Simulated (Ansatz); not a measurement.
# Cl3NbS (NbSCl3): the cost of one run

The runs use Ansatz 0.2.0, Gaussian basis; the settings change from run to run.

## Step 1: The molecule

The structure was relaxed beforehand with PBE-D4/def2-SVP. Nb takes a core potential in def2 sets; no spin-orbit term is included.

5 atoms, charge 0, spin multiplicity 1.

Atoms are counted from 1 here; the program's logs count them from 0.

Bond lengths: Nb1–S2 2.143 Å, Nb1–Cl3 2.285 Å, Nb1–Cl4 2.285 Å, Nb1–Cl5 2.285 Å. Angles: S2–Nb1–Cl3 107.7°, S2–Nb1–Cl4 107.7°, S2–Nb1–Cl5 107.7°, Cl3–Nb1–Cl4 111.2°, Cl3–Nb1–Cl5 111.2°, Cl4–Nb1–Cl5 111.2°.

## Step 2: r2SCAN0/def2-TZVP

Set apart from the defaults: unrestricted orbitals, coordinates scaled by 0.96, D3(BJ) dispersion.

Input file in.yaml:

```yaml
crystal:
  periodic: [false, false, false]
  atoms:
    - {symbol: Nb, position_ang: [-0.000079, 0.000074, -0.010752]}
    - {symbol: S, position_ang: [0.010488, -0.014012, 2.046467]}
    - {symbol: Cl, position_ang: [2.085755, 0.009933, -0.689215]}
    - {symbol: Cl, position_ang: [-1.052614, 1.811354, -0.660832]}
    - {symbol: Cl, position_ang: [-1.043560, -1.807358, -0.685659]}
basis:
  gaussian: {orbitals: def2-TZVP}
magnetization: {spin_polarized: true, initial_magnetization: 0}
hamiltonian: {xc: {name: r2SCAN0}, dispersion: d3bj}
output: {forces: true}
```

Started as:

```bash
ansatz run in.yaml --threads 2 --pin off --events-out ev --progress --plain --max-ram 4352MiB
```

Q: Estimate wall time and peak memory on 2 threads of Arm Neoverse V2, shared host.

About 19 s, with a peak of 0.95 GiB.
